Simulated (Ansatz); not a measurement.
# As₄: geometry at several levels

One table from this session's results is given with a row withheld; the runs are named, their logs left out.

Method: the levels named in each step, in Ansatz 0.2.0.

**The starting structure**

Bond lengths: As1–As2 2.386 Å, As1–As3 2.386 Å, As2–As3 2.386 Å, As1–As4 2.386 Å, As2–As4 2.386 Å, As3–As4 2.386 Å. Angles: As1–As2–As3 60.0°, As1–As2–As4 60.0°, As3–As2–As4 60.0°, As2–As1–As3 60.0°, As2–As1–As4 60.0°, As3–As1–As4 60.0°, As1–As3–As2 60.0°, As1–As3–As4 60.0°, As2–As3–As4 60.0°, As1–As4–As2 60.0°, As1–As4–As3 60.0°, As2–As4–As3 60.0°.

As a file:

```xyz
4

As   -0.9787    0.0912   -1.0812
As    0.6693    1.2889    0.1609
As    0.9892   -1.0257   -0.3234
As   -0.6798   -0.3547    1.2439
```

Set-up of the first run:

input.yaml reads:

```yaml
crystal:
  periodic: [false, false, false]
  atoms:
    - { symbol: As, position_ang: [-1.01016629, 0.09396209, -1.11594749] }
    - { symbol: As, position_ang: [0.6909327, 1.33025794, 0.16621269] }
    - { symbol: As, position_ang: [1.02110729, -1.05864062, -0.3339783] }
    - { symbol: As, position_ang: [-0.7018037, -0.36591941, 1.28394309] }
basis:
  gaussian: { orbitals: STO-3G }
hamiltonian:
  xc: hf
relax:
  f_tol: 0.002
  max_steps: 150
```

The run is started by

```console
$ ansatz run input.yaml --threads 2 --pin off --max-ram 5120MiB --backend cpu --events-out ev --progress --plain --runs-dir out
```

Among the steps run: Relaxation, HF/STO-3G; Relaxation, HF/def2-SVP; Relaxation, LDA/def2-SVP; Relaxation, PBE-D4/def2-SVP; Relaxation, MP2/def2-TZVPP.

One table of the session follows, with a row left open; its other results are not shown here.

| level | As1–As2 (Å) | As1–As3 (Å) | As1–As4 (Å) |
| --- | --- | --- | --- |
| HF/STO-3G | 2.3634 | 2.3634 | 2.3634 |
| HF/def2-SVP | 2.4255 | 2.4255 | 2.4255 |
| LDA/def2-SVP | ? | ? | ? |
| PBE-D4/def2-SVP | 2.4624 | 2.4624 | 2.4624 |
| PBE0-D4/def2-TZVPP | 2.4243 | 2.4243 | 2.4243 |
| MP2/def2-TZVPP | 2.4214 | 2.4214 | 2.4214 |

**Question.** Estimate the row for LDA/def2-SVP.

The run gave: As1–As2 (Å): 2.4297; As1–As3 (Å): 2.4297; As1–As4 (Å): 2.4297. In the column «As1–As2 (Å)» it lies between HF/def2-SVP (2.4255) and PBE-D4/def2-SVP (2.4624).
